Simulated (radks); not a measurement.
# Ionisation energy and size from Zr⁴⁺ to Cd⁴⁺

One table from this session's results is given with a row withheld; the runs are named, their logs left out.

The numbers are computed with radks (a radial shooting solver on a logarithmic mesh, Libxc functionals) version 1 (Dirac Kohn-Sham, BLYP, spin-unpolarised, spherical densities, point nucleus; open shells fill j = l - 1/2 first), except any that are marked as measured or tabulated.

**Starting point**

| Quantity | Value |
| --- | --- |
| species | Zr⁴⁺, Nb⁴⁺, Mo⁴⁺, Tc⁴⁺, Ru⁴⁺, Rh⁴⁺, Pd⁴⁺, Ag⁴⁺, Cd⁴⁺ |
| runs | 18, each species and its next ion |

Set-up of the first run:

The run's settings:

```text
Z 40
configuration [Kr]
relativity Dirac
functional b88,lyp
spin unpolarised
j_filling energy
nucleus point
c 137.035999084
```

Steps of the session up to this table: Zr⁴⁺, [Kr]; Zr⁵⁺, [Ar] 3d10 4s2 4p5; Nb⁴⁺, [Kr] 4d1; Nb⁵⁺, [Kr]; Mo⁴⁺, [Kr] 4d2; Mo⁵⁺, [Kr] 4d1; Tc⁴⁺, [Kr] 4d3; Tc⁵⁺, [Kr] 4d2; Ru⁴⁺, [Kr] 4d4; Ru⁵⁺, [Kr] 4d3; Rh⁴⁺, [Kr] 4d5; Rh⁵⁺, [Kr] 4d4; Pd⁴⁺, [Kr] 4d6; Pd⁵⁺, [Kr] 4d5; Ag⁴⁺, [Kr] 4d7; Ag⁵⁺, [Kr] 4d6; Cd⁴⁺, [Kr] 4d8; Cd⁵⁺, [Kr] 4d7.

One table of the session follows, with a row left open; its other results are not shown here.

```
species  Δ-SCF (eV)  −ε(HOMO) (eV)  its <r> (bohr)
   Zr⁴⁺      80.086         71.955            1.33
   Nb⁴⁺      50.348         43.448            1.61
   Mo⁴⁺           ?              ?               ?
   Tc⁴⁺      56.609         49.138            1.44
   Ru⁴⁺      59.649         51.897            1.37
   Rh⁴⁺      62.106         54.123            1.32
   Pd⁴⁺      65.024         56.768            1.26
   Ag⁴⁺      67.907         59.382            1.21
   Cd⁴⁺      70.760         61.968            1.16
```

**Question.** Estimate the row for Mo⁴⁺.

**Answer.** Δ-SCF (eV): 53.511; −ε(HOMO) (eV): 46.325; its <r> (bohr): 1.52. In the column «Δ-SCF (eV)» it lies between Nb⁴⁺ (50.348) and Tc⁴⁺ (56.609).

Spin polarisation and multiplet splitting are left out, so open shells lie too high by an amount that depends on their filling.
